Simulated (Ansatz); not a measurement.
**BiSb2O2: from a guess to a relaxed structure**

The task: take a trial cell of BiSb2O2 to zero force and stress.

Method: DFT PBE, scalar-relativistic, plane waves, PAW, in Ansatz 0.2.0.

### 1 The structure to begin with

Symmetry: P4/mmm, No. 123, tetragonal system. The conventional cell has a = 4.166 Å, b = 4.166 Å, c = 7.450 Å, α = 90.00°, β = 90.00°, γ = 90.00°. Sb (site symmetry 4/mmm) is surrounded by 8 O at 3.65 Å and 2 Bi at 3.72 Å and 4 Sb at 4.17 Å. Sb (site symmetry 4/mmm) has 2 O at 1.57 Å in its first shell of neighbours. Bi (site symmetry 4/mmm) is surrounded by 6 Sb at 2.95 to 3.72 Å and 8 O at 3.34 Å. O (site symmetry 4mm) is surrounded by 1 Sb at 1.57 Å.

Coordinates:

```cif
data_structure
_symmetry_space_group_name_H-M 'P 1'
_symmetry_Int_Tables_number 1
_cell_length_a 4.1657
_cell_length_b 4.1657
_cell_length_c 7.4495
_cell_angle_alpha 90.000
_cell_angle_beta 90.000
_cell_angle_gamma 90.000
_cell_volume 129.27
loop_
_atom_site_label
_atom_site_type_symbol
_atom_site_fract_x
_atom_site_fract_y
_atom_site_fract_z
_atom_site_occupancy
Sb1 Sb 0.50000 0.50000 0.50000 1
Sb2 Sb 0.00000 0.00000 0.00000 1
Bi1 Bi 0.50000 0.50000 0.00000 1
O1 O 0.00000 0.00000 0.78984 1
O2 O 0.00000 0.00000 0.21016 1
```

The cell is invented: random cell by space group and Wyckoff sites (P4/mmm, No. 123). The dimensions are guesses.

### 2 Probe: one point on a coarse mesh

input.yaml reads:

```yaml
crystal:
  lattice:
    - [4.16569073, 0.0, 0.0]
    - [0.0, 4.16569073, 0.0]
    - [0.0, 0.0, 7.44953679]
  atoms:
    - { symbol: Sb, position: [0.5, 0.5, 0.5] }
    - { symbol: Sb, position: [0.0, 0.0, 0.0] }
    - { symbol: Bi, position: [0.5, 0.5, 0.0] }
    - { symbol: O, position: [0.0, 0.0, 0.78983841] }
    - { symbol: O, position: [0.0, 0.0, 0.21016159] }
basis:
  ecutwfc: 420
kpoints:
  mp_grid: { grid: [4, 4, 4] }
hamiltonian:
  xc: pbe
scf:
  occupations: { method: gaussian, width: 0.1 }
  lower_state_search: "off"
output:
  forces: true
  stress: true
  eigenvalues: true
```

On the command line:

```sh
$ ansatz run input.yaml --threads 1 --pin off --max-ram 2560MiB --backend cpu --events-out ev --progress --plain --runs-dir out
```

The session goes on with these runs: coarse relaxation; full relaxation.

Q: Predict the outcome of this session. Wanted: conventional cell; volume; energy over the elements; gap on the mesh.

As calculated:

```
                                                              quantity                                                                      value
                                symmetry at the end (tolerance 0.05 Å)                                               space group P4/mmm (No. 123)
                                                     conventional cell  a = 4.172 Å, b = 4.172 Å, c = 6.471 Å, α = 90.00°, β = 90.00°, γ = 90.00°
                                                                volume                                                              22.53 Å³/atom
energy over the elements (uncorrected; H, N, O, F and Cl as molecules)                                                              +0.19 eV/atom
                                                       gap on the mesh                                                               none (metal)
```

The space group P4/mmm (No. 123) is kept, and the volume per atom shrinks by 12.9 % from the first guess. The formation energy is positive, so the separate elements lie lower. No finished test with a distortion of lower symmetry is shown, so the end may be a saddle point. The runs treat Bi, Sb without spin-orbit coupling. The final runs have no spin polarisation, so a magnetic state may lie lower. Where forces pass 15 eV/Å atoms stand far too close, the PAW spheres overlap strongly and those numbers are rough.
